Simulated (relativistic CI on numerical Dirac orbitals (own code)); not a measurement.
# Tc⁷⁺: L2,3 absorption multiplets

Aim: the L2,3 absorption spectrum of Tc⁷⁺ in 5 surroundings, from the same atomic integrals.

Method: Dirac-Coulomb-Breit CI, KLI orbitals optimised for each configuration, model QED (radiative potential, 1s self-energy scaled to tabulated hydrogen-like ionisation energies), valence Slater integrals scaled by 0.7, multiplet model of core-to-valence dipole absorption. Code: relativistic CI on numerical Dirac orbitals (own code) version 1.

### 1 What is computed

| Property | Result |
| --- | --- |
| ion | Tc⁷⁺ (Tc VIII) |
| nuclear charge | 43 |
| electrons | 36 |
| configurations | [Ar] 3d10 4s2 4p6 → [He] 2s2 2p5 3s2 3p6 3d10 4s2 4p6 4d |
| magnetising field for the dichroism, Lz and Sz | exchange field 10 meV on Sz; these come from the lowest magnetised state alone (0 K) |
| temperature of the isotropic spectrum | 300 K |
| widths | Lorentz 2.4 eV, Gauss 0.5 eV |
| surrounding 1 | free ion |
| surrounding 2 | Td, 10Dq = -19950 cm⁻¹ |
| surrounding 3 | D3d, 10Dq = 38400, Dsigma = -1030, Dtau = -70 cm⁻¹ |
| surrounding 4 | Oh, 10Dq = 54350 cm⁻¹ |
| surrounding 5 | Oh, 10Dq = 38750 cm⁻¹ |

### 2 Surrounding 1: free ion

The run's settings:

```ini
atom Tc  Z=43  charge=7  electrons=36
nucleus A=97  rms_radius_fm=4.4112
hamiltonian dirac-coulomb  breit=on  qed=on  c_scale=1
orbitals kli  potential=per-configuration
slater_scale 0.7
correlation none
mixing on
configurations
  [Ar] 3d10 4s2 4p6
  [He] 2s2 2p5 3s2 3p6 3d10 4s2 4p6 4d
end
absorption L2,3 T=300 lorentz=2.4 gauss=0.5
crystal_field free
```

### 3 Surrounding 2: Td, 10Dq = -19950

Changes to the settings of step 2:

```diff
@@ -12,2 +12,2 @@
 absorption L2,3 T=300 lorentz=2.4 gauss=0.5
-crystal_field free
+crystal_field Td 10Dq=-19950
```

### 4 Surrounding 3: D3d, 10Dq = 38400, Dsigma = -1030, Dtau = -70

Changes to the settings of step 3:

```diff
@@ -12,2 +12,2 @@
 absorption L2,3 T=300 lorentz=2.4 gauss=0.5
-crystal_field Td 10Dq=-19950
+crystal_field D3d 10Dq=38400 Dsigma=-1030 Dtau=-70
```

### 5 Surrounding 4: Oh, 10Dq = 54350

Changes to the settings of step 4:

```diff
@@ -12,2 +12,2 @@
 absorption L2,3 T=300 lorentz=2.4 gauss=0.5
-crystal_field D3d 10Dq=38400 Dsigma=-1030 Dtau=-70
+crystal_field Oh 10Dq=54350
```

### 6 Surrounding 5: Oh, 10Dq = 38750

Changes to the settings of step 5:

```diff
@@ -12,2 +12,2 @@
 absorption L2,3 T=300 lorentz=2.4 gauss=0.5
-crystal_field Oh 10Dq=54350
+crystal_field Oh 10Dq=38750
```

(Steps that only read results are left out.)

Q: Predict the outcome of this session. Wanted: highest peak, first run; ground spin; share of the lower edge; core spin-orbit splitting.

**Answer**, as computed:

| surrounding | ground S | Lz (0 K) | Sz (0 K) | centroid (eV) | share of the lower edge | up to four highest peaks (% of the highest), eV |
| --- | --- | --- | --- | --- | --- | --- |
| 1: free | 0.00 | 0.00 | 0.00 | 2733.57 | 0.679 | 2696.5 (100), 2812.0 (47) |
| 2: Td | 0.00 | 0.00 | 0.00 | 2733.57 | 0.679 | 2697.0 (100), 2810.8 (30), 2813.0 (40) |
| 3: D3d | 0.00 | 0.00 | 0.00 | 2733.57 | 0.679 | 2694.0 (83), 2698.5 (100), 2810.2 (50), 2814.8 (37) |
| 4: Oh | 0.00 | 0.00 | 0.00 | 2733.57 | 0.679 | 2693.2 (98), 2699.8 (100), 2809.2 (56), 2816.0 (39) |
| 5: Oh | 0.00 | 0.00 | 0.00 | 2733.57 | 0.679 | 2694.0 (86), 2698.5 (100), 2810.0 (52), 2814.8 (37) |

| quantity | value |
| --- | --- |
| highest peak, first run | 2696.5 eV |
| ground spin (effective S from ⟨S²⟩) | 0.00 |
| share of the lower edge | 0.679 |
| core spin-orbit splitting (without Breit) | 120.51 eV |

In words: The lower edge takes 0.68 of the intensity in surrounding 1, close to the statistical 0.67. The position of the maximum differs by up to 3.2 eV between the surroundings, by shifts of peaks or by peaks exchanging rank. Edge positions are free-ion values and differ from those in solids by a few eV or more.
